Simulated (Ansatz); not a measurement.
**Ge₂H₆O (singlet): from a generated start to a stationary point**

Aim: relax a generated start of Ge₂H₆O (singlet) and see which bonds hold.

The runs use Ansatz 0.2.0, Gaussian basis; RKS PBE0/def2-SVP.

## 1. The starting structure

9 atoms, charge 0, spin multiplicity 1.

Atoms are counted from 1 here; the program's logs count them from 0.

Bond lengths: Ge1–O2 1.725 Å, Ge1–H4 1.501 Å, Ge1–H5 1.594 Å, Ge1–H6 1.585 Å, O2–Ge3 1.783 Å, Ge3–H7 1.606 Å, Ge3–H8 1.494 Å, Ge3–H9 1.590 Å. Angles: O2–Ge1–H4 111.3°, O2–Ge1–H5 110.6°, O2–Ge1–H6 112.0°, H4–Ge1–H5 106.5°, H4–Ge1–H6 110.4°, H5–Ge1–H6 105.7°, Ge1–O2–Ge3 103.6°, O2–Ge3–H7 107.7°, O2–Ge3–H8 110.8°, O2–Ge3–H9 110.5°, H7–Ge3–H8 108.3°, H7–Ge3–H9 106.6°, H8–Ge3–H9 112.8°.

The start is a generated structure. Sticks and bond lists go by distance. No spin-orbit coupling is included. 

## 2. The run

in.yaml

```yaml
crystal:
  periodic: [false, false, false]
  atoms:
    - {symbol: Ge, position_ang: [-0.562900, 0.927400, -0.831100]}
    - {symbol: O, position_ang: [1.008500, 0.295000, -0.503400]}
    - {symbol: Ge, position_ang: [0.712100, -0.938800, 0.749300]}
    - {symbol: H, position_ang: [-1.480000, -0.137500, -1.357200]}
    - {symbol: H, position_ang: [-0.488900, 2.057000, -1.953900]}
    - {symbol: H, position_ang: [-1.200000, 1.626600, 0.440700]}
    - {symbol: H, position_ang: [2.128300, -1.589600, 1.137600]}
    - {symbol: H, position_ang: [-0.174200, -2.022700, 0.228300]}
    - {symbol: H, position_ang: [0.145500, -0.263800, 2.072600]}
basis:
  gaussian: {orbitals: def2-SVP}
hamiltonian: {xc: pbe0}
relax: {f_tol: 0.01, max_steps: 150}
```

Launch:

```
$ ansatz run in.yaml --threads 1 --pin off --events-out ev --progress --plain --max-ram 16896MiB --backend cuda --devices 0, --max-vram 18GiB
```

What does the calculation give? Wanted: energy gained; shift from the start; total energy; dipole moment.

As calculated:

```
                  quantity            value
                     steps                6
             energy gained         0.547 eV
shift from the start (rms)          0.330 Å
              total energy  -115149.2492 eV
             dipole moment           0.95 D
```

What this shows: The bonds of the start are those of the end. Ge3–H7 went from 1.606 to 1.535 Å. No vibrations were run, so this is a stationary point, not a proven minimum, and this spin need not be the ground state's.
